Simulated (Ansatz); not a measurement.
H5InO, SMILES [OH2+][InH3-], a ladder of basis sets

Program: Ansatz's Python interface.

`h5ino.xyz`
```text
7

O    -0.01750   -1.39090   -0.10900
In    0.14960    0.65180   -0.14360
H     0.21770   -1.61800    0.76290
H    -0.97160   -1.47630   -0.09580
H    -0.53300    1.31080   -1.69460
H    -0.72070    1.38440    1.26820
H     1.93680    1.07020   -0.03390
```

Notebook, run cell by cell (the value of a cell's last expression is shown):

**Cell 1**
```python
import ansatz as az
```

**Cell 2**
```python
molecule = az.Crystal.molecule_from_extxyz("h5ino.xyz")
```

**Cell 3**
```python
job = (
    molecule.calculation()
    .functional("pbe0", dispersion="d3bj")
)

energies = {}
for basis in ["def2-SVP", "def2-SVPD", "def2-TZVP", "def2-TZVPP"]:
    rep = job.basis(gaussian=basis).run(threads=1, pin="off").report
    size = rep["n_frozen"] + rep["n_occupied"][0] + rep["n_virtual"][0]
    energies[basis] = (rep["reference_energy_ev"] / 27.211386246, rep["free_energy_ev"] / 27.211386246)
    print(f"{basis:14s} {size:4d} orbitals  reference {energies[basis][0]:14.6f} Ha  total {energies[basis][1]:14.6f} Ha")
```
Output:
```text
def2-SVP         65 orbitals  reference    -268.139552 Ha  total    -268.142331 Ha
def2-SVPD        95 orbitals  reference    -268.148724 Ha  total    -268.151503 Ha
def2-TZVP       111 orbitals  reference    -268.244858 Ha  total    -268.247637 Ha
def2-TZVPP      151 orbitals  reference    -268.248408 Ha  total    -268.251187 Ha
```

**Cell 4**
```python
last = energies["def2-TZVPP"][1]
for basis, (_, total) in energies.items():
    print(f"{basis:14s} lies {27.211386 * (total - last):9.4f} eV above def2-TZVPP")
```
Output:
```text
def2-SVP       lies    2.9621 eV above def2-TZVPP
def2-SVPD      lies    2.7125 eV above def2-TZVPP
def2-TZVP      lies    0.0966 eV above def2-TZVPP
def2-TZVPP     lies    0.0000 eV above def2-TZVPP
```

Against def2-SVP: def2-SVPD -9.2 mHa, def2-TZVP -105.3 mHa and def2-TZVPP -108.9 mHa. The last step alone is -3.55 mHa (these two sets differ little on atoms other than hydrogen). From the first set to the last the time grows from 1.7 to 3.2 s.

Notes:
- The drop along the ladder measures the basis error, and is no property of the molecule.
- The geometry is a force-field or estimated start, not a minimum of this method, and the last set is no limit. Much of the fall in a total is atomic energy, which cancels in bond and reaction energies.
- def2 sets replace the cores of elements past krypton by effective core potentials.
- Total less reference energy is the dispersion correction.
- Timing: 9.8 s on 1 thread of Arm Neoverse V1, with other jobs on the host, peak memory 0.31 GiB.
